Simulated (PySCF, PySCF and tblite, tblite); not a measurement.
# C₁₁H₁₄O₂: conformers and averaged spectra

Aim: find the conformers of C₁₁H₁₄O₂ (`CC(C)(C)OC(=O)c1ccccc1`), weigh them, and average their properties.

Programs: PySCF 2.14.0 with density-fitted response routines of our own, and tblite 0.8.0. All values are computed, except where a source is named. Atoms count from 0 throughout.

## 1. The molecule as given

27 atoms, charge 0, multiplicity 1; geometry from: MMFF94s geometry.

Bonds of the start (Å): C0–C1 1.54, C0–H13 1.09, C0–H14 1.11, C0–H15 1.09, C10–C11 1.40, C10–H24 1.09, C11–C12 1.40, C11–H25 1.09, C12–H26 1.08, C1–C2 1.52, C1–C3 1.53, C1–O4 1.46, C2–H16 1.09, C2–H17 1.09, C2–H18 1.10, C3–H19 1.08, C3–H20 1.11, C3–H21 1.09, C5–C7 1.50, C5–O6 1.22, C7–C12 1.41, C7–C8 1.40, C8–C9 1.39, C8–H22 1.08 and more.

## 2. GFN2-xTB relaxation, conformer 1

The job: settings as JSON, then the geometry in Å.

```
{"job": {"xc": "GFN2-xTB", "basis": "xTB", "kind": "relax"}, "charge": 0, "multiplicity": 1}
C     -2.765100    -0.863000     1.261000
C     -2.092700    -0.061300     0.130200
C     -2.412000    -0.729600    -1.199000
C     -2.573600     1.394200     0.192100
O     -0.671700    -0.162400     0.443300
C      0.239800     0.435200    -0.366200
O      0.019500     1.090800    -1.373200
C      1.625200     0.194700     0.159500
C      2.705000     0.733300    -0.549800
C      4.003800     0.533600    -0.101300
C      4.241200    -0.215300     1.044900
C      3.171700    -0.764200     1.757200
C      1.860000    -0.559900     1.323200
H     -2.523300    -0.440000     2.241100
H     -3.866300    -0.855700     1.152600
H     -2.425400    -1.897600     1.286800
H     -1.989800    -1.728900    -1.254900
H     -2.014500    -0.168600    -2.047200
H     -3.504300    -0.798100    -1.345300
H     -2.162400     1.989200    -0.612800
H     -2.252300     1.872500     1.135700
H     -3.666000     1.447500     0.141700
H      2.532700     1.330200    -1.439100
H      4.834700     0.954700    -0.659300
H      5.264400    -0.365700     1.396000
H      3.352300    -1.345700     2.659900
H      1.049200    -0.993400     1.882200
```

Started as:

```bash
$ OMP_NUM_THREADS=1 python ens_run.py task.json out
```

The driver reads the study from task.json and runs its stages one after another.

The log of the run:

```text
step      E/eV     max force
  0   -1056.72358    1.394
  1   -1056.78851    0.992
  2   -1056.80658    0.534
  3   -1056.81678    0.256
  4   -1056.82352    0.191
  5   -1056.82725    0.167
  6   -1056.83082    0.137
  7   -1056.83315    0.098
  8   -1056.83495    0.088
  9   -1056.83638    0.066
 10   -1056.83750    0.076
 11   -1056.83831    0.069
 12   -1056.83906    0.055
 13   -1056.83994    0.081
 14   -1056.84094    0.077
 15   -1056.84176    0.066
 16   -1056.84227    0.052
 17   -1056.84258    0.032
 18   -1056.84258    0.032
 19   -1056.84271    0.029
 20   -1056.84292    0.029
 21   -1056.84299    0.033
 22   -1056.84310    0.030
 23   -1056.84328    0.026
 24   -1056.84336    0.029
 25   -1056.84347    0.023
 26   -1056.84354    0.022
 27   -1056.84359    0.016
 28   -1056.84364    0.015
 29   -1056.84369    0.022
 30   -1056.84375    0.027
 31   -1056.84382    0.020
 32   -1056.84388    0.024
 33   -1056.84395    0.025
 34   -1056.84404    0.029
 35   -1056.84415    0.030
 36   -1056.84423    0.019
 37   -1056.84428    0.015
 38   -1056.84433    0.019
 39   -1056.84438    0.024
 40   -1056.84442    0.018
 41   -1056.84444    0.010
 42   -1056.84446    0.010
 43   -1056.84449    0.019
 44   -1056.84453    0.024
 45   -1056.84458    0.018
 46   -1056.84462    0.017
 47   -1056.84465    0.017
 48   -1056.84468    0.016
 49   -1056.84470    0.016
 50   -1056.84472    0.009
 51   -1056.84473    0.010
 52   -1056.84474    0.012
 53   -1056.84475    0.009
 54   -1056.84475    0.004
 55   -1056.84476    0.004
```

It took 0.62 s on 1 thread of Arm Neoverse V1, shared host.

The energy fell by 0.121 eV, and the atoms moved 0.05 Å (root mean square).

## 3. Shieldings, conformer 1: mPW1PW91/6-31G*

The job: settings as JSON, then the geometry in Å.

```
{"job": {"xc": "mPW1PW91", "basis": "6-31G*", "kind": "nmr", "pop": true}, "charge": 0, "multiplicity": 1}
C     -2.758488    -0.865507     1.279028
C     -2.095111    -0.071450     0.152691
C     -2.396546    -0.709960    -1.202769
C     -2.547608     1.387938     0.187362
O     -0.679494    -0.163591     0.445319
C      0.230945     0.417454    -0.333834
O     -0.005711     1.060987    -1.329558
C      1.611677     0.181399     0.170140
C      2.674836     0.730357    -0.542084
C      3.972987     0.536904    -0.110247
C      4.217557    -0.205306     1.034291
C      3.162371    -0.753619     1.746330
C      1.861324    -0.563371     1.319319
H     -2.510651    -0.425505     2.241566
H     -3.837071    -0.859091     1.153565
H     -2.406150    -1.893725     1.268067
H     -2.023384    -1.731922    -1.225505
H     -1.921556    -0.145111    -2.000104
H     -3.469983    -0.722059    -1.369781
H     -2.071792     1.949955    -0.611457
H     -2.281506     1.839094     1.141180
H     -3.625444     1.438831     0.061084
H      2.458679     1.304783    -1.430287
H      4.795858     0.963657    -0.664305
H      5.232286    -0.356816     1.372396
H      3.356994    -1.331139     2.638166
H      1.035083    -0.986763     1.868651
```

The log of the run:

```text
coarse grid: 22800 points
cycle   1  E = -577.8484570809  dE =  2.199e+00  |g| = 9.693e-01  |ddm| = 5.053e+00
cycle   2  E = -577.5430037366  dE =  3.055e-01  |g| = 1.601e+00  |ddm| = 2.189e+00
cycle   3  E = -578.0224684239  dE = -4.795e-01  |g| = 3.325e-01  |ddm| = 1.567e+00
cycle   4  E = -578.0449379730  dE = -2.247e-02  |g| = 8.453e-02  |ddm| = 3.587e-01
cycle   5  E = -578.0460415553  dE = -1.104e-03  |g| = 3.499e-02  |ddm| = 8.339e-02
cycle   6  E = -578.0463069093  dE = -2.654e-04  |g| = 5.589e-03  |ddm| = 3.375e-02
cycle   7  E = -578.0463132450  dE = -6.336e-06  |g| = 2.423e-03  |ddm| = 7.630e-03
final grid: 220912 points
cycle   8  E = -577.9323650961  dE = -5.054e-05  |g| = 1.032e-02  |ddm| = 3.890e-02
cycle   9  E = -577.9323432648  dE =  2.183e-05  |g| = 1.436e-02  |ddm| = 2.411e-02
cycle  10  E = -577.9323913778  dE = -4.811e-05  |g| = 2.162e-03  |ddm| = 1.446e-02
cycle  11  E = -577.9323924313  dE = -1.054e-06  |g| = 4.306e-04  |ddm| = 2.177e-03
cycle  12  E = -577.9323924641  dE = -3.284e-08  |g| = 2.105e-04  |ddm| = 5.744e-04
cycle  13  E = -577.9323924726  dE = -8.442e-09  |g| = 6.217e-05  |ddm| = 2.294e-04
cycle  14  E = -577.9323924734  dE = -7.997e-10  |g| = 2.328e-05  |ddm| = 8.069e-05
converged SCF energy = -577.9323924734

GIAO shielding tensors (ppm)
atom      isotropic    diamagn.    paramagn.     s11        s22        s33       span
  0 C      165.094     251.087     -85.993    148.425    153.901    192.957     44.532
  1 C      120.062     230.817    -110.755     96.379    100.251    163.558     67.179
  2 C      170.386     251.674     -81.288    153.514    163.878    193.766     40.252
  3 C      170.398     251.213     -80.815    153.546    163.871    193.776     40.230
  4 O      135.417     404.352    -268.935      3.815    169.805    232.632    228.817
  5 C       38.450     253.032    -214.582    -44.480     75.097     84.732    129.212
  6 O      -35.872     403.607    -439.479   -287.909   -155.275    335.568    623.477
  7 C       69.918     255.928    -186.010    -13.812     53.604    169.962    183.773
  8 C       69.893     261.501    -191.608    -28.048     47.345    190.381    218.429
  9 C       73.811     256.149    -182.339    -21.685     57.436    185.682    207.367
 10 C       69.736     254.213    -184.477    -28.656     51.490    186.373    215.029
 11 C       74.130     257.135    -183.005    -21.755     58.809    185.336    207.091
 12 C       71.406     264.770    -193.364    -20.743     47.534    187.428    208.170
 13 H       30.817      31.891      -1.074     27.877     28.643     35.930      8.054
 14 H       31.301      31.598      -0.297     27.741     29.403     36.759      9.019
 15 H       30.817      32.005      -1.188     27.876     28.644     35.931      8.055
 16 H       31.183      32.398      -1.215     28.263     29.182     36.104      7.841
 17 H       29.351      31.903      -2.552     24.000     30.050     34.003     10.003
 18 H       31.388      32.049      -0.661     27.894     29.150     37.122      9.228
 19 H       29.351      31.476      -2.125     23.995     30.051     34.007     10.011
 20 H       31.183      31.887      -0.704     28.262     29.180     36.106      7.844
 21 H       31.389      31.707      -0.317     27.895     29.150     37.124      9.229
 22 H       24.028      33.654      -9.626     19.469     23.308     29.309      9.840
 23 H       24.887      26.161      -1.275     21.086     25.612     27.962      6.876
 24 H       24.844      23.778       1.066     21.422     25.359     27.751      6.329
 25 H       24.973      28.333      -3.360     21.115     25.387     28.416      7.300
 26 H       24.262      37.119     -12.857     19.026     23.174     30.585     11.559
```

Wall time 67 s (1 thread of Arm Neoverse V1, shared host); peak memory 1.1 GiB.

This run: HOMO -7.25 eV, LUMO -0.94 eV; dipole 1.87 D.

The fields below are evaluated on a grid from the run's orbitals.

Frontier orbitals at mPW1PW91/6-31G*, with the share of their density that lies nearest to each atom:

| orbital | energy (eV) | lies on |
| --- | --- | --- |
| HOMO | -7.25 | C8, C11 about 26 % each; C7, C10 about 14 % each |
| LUMO | -0.94 | C5, C7, C10 about 16 % each; O6 12 %; C8, C12 about 9 % each |

ELF in a plane through or near 17 of the atoms.

Values, 10 rows by 14 columns:
```
0.00 0.00 0.00 0.00 0.00 0.00 0.00 0.00 0.00 0.00 0.00 0.00 0.00 0.00
0.00 0.00 0.00 0.00 0.06 0.00 0.00 0.00 0.00 0.00 0.00 0.00 0.00 0.00
0.00 0.00 0.00 0.85 1.00 0.01 0.78 0.00 0.09 0.22 0.10 0.00 0.00 0.00
0.00 0.00 0.45 0.14 0.49 0.51 1.00 0.05 0.23 0.19 1.00 0.54 0.00 0.00
0.00 0.25 1.00 0.29 0.57 0.38 0.25 0.91 0.29 0.86 0.89 0.15 0.00 0.00
0.00 0.01 0.21 0.84 0.26 0.46 0.88 0.85 0.56 0.49 0.01 0.00 0.00 0.00
0.00 0.00 0.82 0.98 0.85 0.53 0.17 0.78 0.03 0.04 0.01 0.00 0.00 0.00
0.00 0.00 0.75 0.89 0.29 1.00 0.38 0.88 0.11 0.01 0.00 0.00 0.00 0.00
0.00 0.00 0.00 0.00 0.05 0.65 0.01 0.13 0.00 0.00 0.00 0.00 0.00 0.00
0.00 0.00 0.00 0.00 0.00 0.00 0.00 0.00 0.00 0.00 0.00 0.00 0.00 0.00
```
The map spans 15.8 Å across and 10.1 Å up, centred on the molecule. Atoms in the plane (x, y in Å): C0 (2.7, 1.5), C1 (2.1, 0.1), O4 (0.7, 0.3), C5 (-0.2, -0.7), O6 (0.1, -1.9), C7 (-1.6, -0.3), C8 (-2.6, -1.3), C9 (-3.9, -0.9), C10 (-4.3, 0.5), C11 (-3.3, 1.4), C12 (-1.9, 1.1), H14 (3.7, 1.5), H22 (-2.3, -2.3), H23 (-4.7, -1.6), H24 (-5.3, 0.7), H25 (-3.5, 2.5), H26 (-1.2, 1.8).

log10 of the density (e/Å³) in the same plane.

Values, 10 rows by 14 columns:
```
-4.0 -4.0 -4.0 -4.0 -4.0 -4.0 -4.0 -4.0 -4.0 -4.0 -4.0 -4.0 -4.0 -4.0
-4.0 -4.0 -4.0 -3.0 -2.6 -3.6 -4.0 -4.0 -3.6 -3.2 -4.0 -4.0 -4.0 -4.0
-4.0 -4.0 -3.3 -1.4 -0.4 -1.8 -1.7 -3.0 -1.7 -1.1 -1.8 -3.1 -4.0 -4.0
-4.0 -3.1 -1.6 -0.8  0.4 -0.2  0.0 -1.6 -0.9  0.6 -0.1 -2.1 -4.0 -4.0
-4.0 -2.3 -0.1  0.4  0.1  0.9 -0.5  0.3 -0.3  0.1 -0.7 -2.3 -4.0 -4.0
-4.0 -2.8 -1.2  0.2 -0.4  0.2  0.2  0.5  0.0 -0.1 -1.5 -2.8 -4.0 -4.0
-4.0 -3.5 -1.2  0.3  0.2  0.2 -0.5  0.4 -1.2 -1.1 -1.8 -3.1 -4.0 -4.0
-4.0 -3.8 -1.9 -1.0 -1.0  0.0 -0.9  0.4 -1.4 -2.1 -2.9 -4.0 -4.0 -4.0
-4.0 -4.0 -3.5 -3.0 -2.4 -1.9 -2.3 -1.8 -3.0 -3.6 -4.0 -4.0 -4.0 -4.0
-4.0 -4.0 -4.0 -4.0 -4.0 -3.9 -4.0 -4.0 -4.0 -4.0 -4.0 -4.0 -4.0 -4.0
```
The map spans 15.8 Å across and 10.1 Å up, centred on the molecule. Atoms in the plane (x, y in Å): C0 (2.7, 1.5), C1 (2.1, 0.1), O4 (0.7, 0.3), C5 (-0.2, -0.7), O6 (0.1, -1.9), C7 (-1.6, -0.3), C8 (-2.6, -1.3), C9 (-3.9, -0.9), C10 (-4.3, 0.5), C11 (-3.3, 1.4), C12 (-1.9, 1.1), H14 (3.7, 1.5), H22 (-2.3, -2.3), H23 (-4.7, -1.6), H24 (-5.3, 0.7), H25 (-3.5, 2.5), H26 (-1.2, 1.8).

On the surface of density 0.002 e/bohr³ the electrostatic potential runs, from the 1st to the 99th percentile, from -1.52 V near O6 to 0.88 V near H24.

## 4. Single-point energy, conformer 1: PBE0/def2-SVP

Changed since step 3:

```diff
@@ -1,2 +1,2 @@
-{"job": {"xc": "mPW1PW91", "basis": "6-31G*", "kind": "nmr", "pop": true}, "charge": 0, "multiplicity": 1}
+{"job": {"xc": "PBE0", "basis": "def2-SVP", "kind": "sp"}, "charge": 0, "multiplicity": 1}
 C     -2.758488    -0.865507     1.279028
```

The log of the run:

```text
coarse grid: 22800 points
cycle   1  E = -576.7100594306  dE =  2.086e+00  |g| = 9.293e-01  |ddm| = 5.906e+00
cycle   2  E = -576.4012157223  dE =  3.088e-01  |g| = 1.583e+00  |ddm| = 2.627e+00
cycle   3  E = -576.8701220051  dE = -4.689e-01  |g| = 3.186e-01  |ddm| = 1.920e+00
cycle   4  E = -576.8905327796  dE = -2.041e-02  |g| = 8.232e-02  |ddm| = 3.886e-01
cycle   5  E = -576.8915719699  dE = -1.039e-03  |g| = 3.374e-02  |ddm| = 8.686e-02
cycle   6  E = -576.8918210760  dE = -2.491e-04  |g| = 5.321e-03  |ddm| = 3.772e-02
cycle   7  E = -576.8918266548  dE = -5.579e-06  |g| = 2.386e-03  |ddm| = 8.425e-03
final grid: 220912 points
cycle   8  E = -576.9906573261  dE = -5.095e-05  |g| = 1.361e-02  |ddm| = 6.406e-02
cycle   9  E = -576.9906123718  dE =  4.495e-05  |g| = 2.008e-02  |ddm| = 3.598e-02
cycle  10  E = -576.9906990620  dE = -8.669e-05  |g| = 2.540e-03  |ddm| = 2.205e-02
cycle  11  E = -576.9907004232  dE = -1.361e-06  |g| = 5.750e-04  |ddm| = 2.723e-03
cycle  12  E = -576.9907004820  dE = -5.877e-08  |g| = 2.244e-04  |ddm| = 7.847e-04
cycle  13  E = -576.9907004917  dE = -9.755e-09  |g| = 6.238e-05  |ddm| = 2.967e-04
cycle  14  E = -576.9907004926  dE = -8.972e-10  |g| = 2.397e-05  |ddm| = 9.682e-05
converged SCF energy = -576.9907004926
```

Run time: 29 s. Hardware: 1 thread of Arm Neoverse V1, shared host; peak memory 0.97 GiB.

In short: HOMO -7.47 eV, LUMO -1.17 eV; dipole 1.82 D.

## 5. Averages: properties at mPW1PW91/6-31G*

The job: settings as JSON, then the geometry in Å.

```
{"job": {"study": "conf", "smiles": "CC(C)(C)OC(=O)c1ccccc1", "search": {"seed": 2408, "n_embed": 150, "ff_keep": 22, "window": 3.0, "nmax": 8, "temps": [200, 250, 298.15, 350, 400], "t_ref": 298.15, "order": 0.001}, "level": {"nmr": {"xc": "mPW1PW91", "basis": "6-31G*"}, "sp": {"xc": "PBE0", "basis": "def2-SVP"}}, "kind": "conf"}, "charge": 0, "multiplicity": 1}
C     -2.758488    -0.865507     1.279028
C     -2.095111    -0.071450     0.152691
C     -2.396546    -0.709960    -1.202769
C     -2.547608     1.387938     0.187362
O     -0.679494    -0.163591     0.445319
C      0.230945     0.417454    -0.333834
O     -0.005711     1.060987    -1.329558
C      1.611677     0.181399     0.170140
C      2.674836     0.730357    -0.542084
C      3.972987     0.536904    -0.110247
C      4.217557    -0.205306     1.034291
C      3.162371    -0.753619     1.746330
C      1.861324    -0.563371     1.319319
H     -2.510651    -0.425505     2.241566
H     -3.837071    -0.859091     1.153565
H     -2.406150    -1.893725     1.268067
H     -2.023384    -1.731922    -1.225505
H     -1.921556    -0.145111    -2.000104
H     -3.469983    -0.722059    -1.369781
H     -2.071792     1.949955    -0.611457
H     -2.281506     1.839094     1.141180
H     -3.625444     1.438831     0.061084
H      2.458679     1.304783    -1.430287
H      4.795858     0.963657    -0.664305
H      5.232286    -0.356816     1.372396
H      3.356994    -1.331139     2.638166
H      1.035083    -0.986763     1.868651
```

The log of the run:

```text
conformer  sym    E(xTB)   E(DFT)   G(298.15 K)  weight  dipole/D
    1     Cs      0.000    0.000    0.000   1.0000    1.824

mean shielding (ppm) by class
class atoms           200 K      250 K   298.15 K      350 K      400 K
  0 C  0,2,3        168.626    168.626    168.626    168.626    168.626
  1 C  1            120.062    120.062    120.062    120.062    120.062
  2 O  4            135.417    135.417    135.417    135.417    135.417
  3 C  5              38.45      38.45      38.45      38.45      38.45
  4 O  6            -35.872    -35.872    -35.872    -35.872    -35.872
  5 C  7             69.918     69.918     69.918     69.918     69.918
  6 C  8,12           70.65      70.65      70.65      70.65      70.65
  7 C  9,11           73.97      73.97      73.97      73.97      73.97
  8 C  10            69.736     69.736     69.736     69.736     69.736
  9 H  13,14,15      30.753     30.753     30.753     30.753     30.753
 10 H  22,26         24.145     24.145     24.145     24.145     24.145
 11 H  23,25          24.93      24.93      24.93      24.93      24.93
 12 H  24            24.844     24.844     24.844     24.844     24.844
```

Run time: 100 s. Hardware: 1 thread of Arm Neoverse V1, shared host. This counts the runs that the step sums up.

The search (ETKDG and KDG, MMFF94s, GFN2-xTB) embedded 150 structures, kept 1 distinct ones after the force field and 1 after xTB; 1 was carried on (window 3.0 kcal/mol at the search's own energies). Energies: PBE0/def2-SVP with D3(BJ).

The conformers at 298 K:

| no. | group | mirror pair | ΔE xTB | ΔE DFT | ΔG | weight (%) | μ (D) | C0–C1–O4–C5 (°) | C1–O4–C5–O6 (°) | O4–C5–C7–C8 (°) | A, B, C (GHz) |
| --- | --- | --- | --- | --- | --- | --- | --- | --- | --- | --- | --- |
| 1 | Cs | no | 0.00 | 0.00 | 0.00 | 100.0 | 1.82 | 180 | 0 | -180 | 1.93, 0.44, 0.39 |

Energies in kcal/mol. ΔG holds xTB vibrations and rotation, symmetry numbers and mirror pairs.

Shifts against references run at the same level (13C TMS 196.0, 17O H2O 325.1, 1H TMS 32.45 ppm of shielding), by class of atoms, at 298 K:

| atoms | environment | average | measured |
| --- | --- | --- | --- |
| C5 | ester carbonyl carbon | 157.5 | – |
| C10 | aromatic CH | 126.2 | – |
| C7 | substituted aromatic carbon | 126.0 | – |
| C8, C12 | aromatic CH | 125.3 | – |
| C9, C11 | aromatic CH | 122.0 | – |
| C1 | fully substituted sp3 carbon bonded to O | 75.9 | 80.7 |
| C0, C2, C3 | methyl carbon | 27.3 | 28.2 |
| H22, H26 | hydrogen on an aromatic CH | 8.30 | – |
| H24 | hydrogen on an aromatic CH | 7.60 | – |
| H23, H25 | hydrogen on an aromatic CH | 7.52 | – |
| H13, H14, H15 and 6 more | hydrogen on a methyl carbon | 1.70 | 1.58 |
| O6 | ester carbonyl oxygen | 360.9 | – |
| O4 | ester alkoxy oxygen | 189.7 | – |

Measured: solution, not stated per compound (mostly CDCl3 or CCl4); Pretsch, Buehlmann, Badertscher, Structure Determination of Organic Compounds, 4th ed. (2009).

Effective distances for nuclear Overhauser effects, ⟨r⁻⁶⟩^(−1/6) over all pairs of two classes (Å): H23···H24 2.46; H22···H23 2.77.

## 6. Shieldings, conformer 1: mPW1PW91/6-31G*

Changed since step 4:

```diff
@@ -1,2 +1,2 @@
-{"job": {"xc": "PBE0", "basis": "def2-SVP", "kind": "sp"}, "charge": 0, "multiplicity": 1}
+{"job": {"xc": "mPW1PW91", "basis": "6-31G*", "scf": {"max_cycle": 70}, "kind": "nmr", "pop": false}, "charge": 0, "multiplicity": 3}
 C     -2.758488    -0.865507     1.279028
```

The log of the run:

```text
NotImplementedError: this response code serves closed shells only; the SCF ended at -577.76646557 Eh with <S^2> = 2.0043
```

Run time: 1.7 min. Hardware: 1 thread of Arm Neoverse V1, shared host; peak memory 1 GiB.

Diagnosis: The input makes an open shell, and this response code serves closed shells alone. Cure: restore the closed-shell charge and spin, or use an unrestricted response code.

## 7. Boltzmann average: properties at mPW1PW91/6-31G* (faulty)

Changed since step 5:

```diff
@@ -1,2 +1,2 @@
-{"job": {"study": "conf", "smiles": "CC(C)(C)OC(=O)c1ccccc1", "search": {"seed": 2408, "n_embed": 150, "ff_keep": 22, "window": 3.0, "nmax": 8, "temps": [200, 250, 298.15, 350, 400], "t_ref": 298.15, "order": 0.001}, "level": {"nmr": {"xc": "mPW1PW91", "basis": "6-31G*"}, "sp": {"xc": "PBE0", "basis": "def2-SVP"}}, "kind": "conf"}, "charge": 0, "multiplicity": 1}
+{"job": {"study": "conf", "smiles": "CC(C)(C)OC(=O)c1ccccc1", "search": {"seed": 2408, "n_embed": 150, "ff_keep": 22, "window": 3.0, "nmax": 8, "temps": [200, 250, 298.15, 350, 400], "t_ref": 298.15, "order": 0.001}, "level": {"nmr": {"xc": "mPW1PW91", "basis": "6-31G*", "scf": {"max_cycle": 70}}, "sp": {"xc": "PBE0", "basis": "def2-SVP", "scf": {"max_cycle": 70}}, "alter": {"mult": 3}, "change": "wrong multiplicity", "top": 3}, "kind": "conf"}, "charge": 0, "multiplicity": 3}
 C     -2.758488    -0.865507     1.279028
```

The log of the run:

```text
no average
```

It took 1.7 min on 1 thread of Arm Neoverse V1, shared host. This counts the runs that the step sums up.

No conformer has a converged result at this level, so there is no average. The input was wrong on purpose: wrong multiplicity.

## 8. Outcome

| quantity | value |
| --- | --- |
| conformers | 1; the first in weight is no. 1 (Cs), 100 % at 298 K |
| root-mean-square dipole | 1.82 D |
| averaged 13C shifts (mPW1PW91/6-31G*) | 157.5, 126.2, 126.0, 125.3, 122.0, 75.9, 27.3 ppm |
| averaged 1H shifts (mPW1PW91/6-31G*) | 8.30, 7.60, 7.52, 1.70 ppm |
| stages that failed or stayed incomplete | 2 |

**Reading.** The search found one conformer in the window, so the averages are its own values. Against 2 measured 13C shifts the average misses by 2.8 ppm. Against 1 measured 1H shift the average misses by 0.12 ppm. Vibration and solvent are missing from the shifts, so part of that gap is not the functional's.
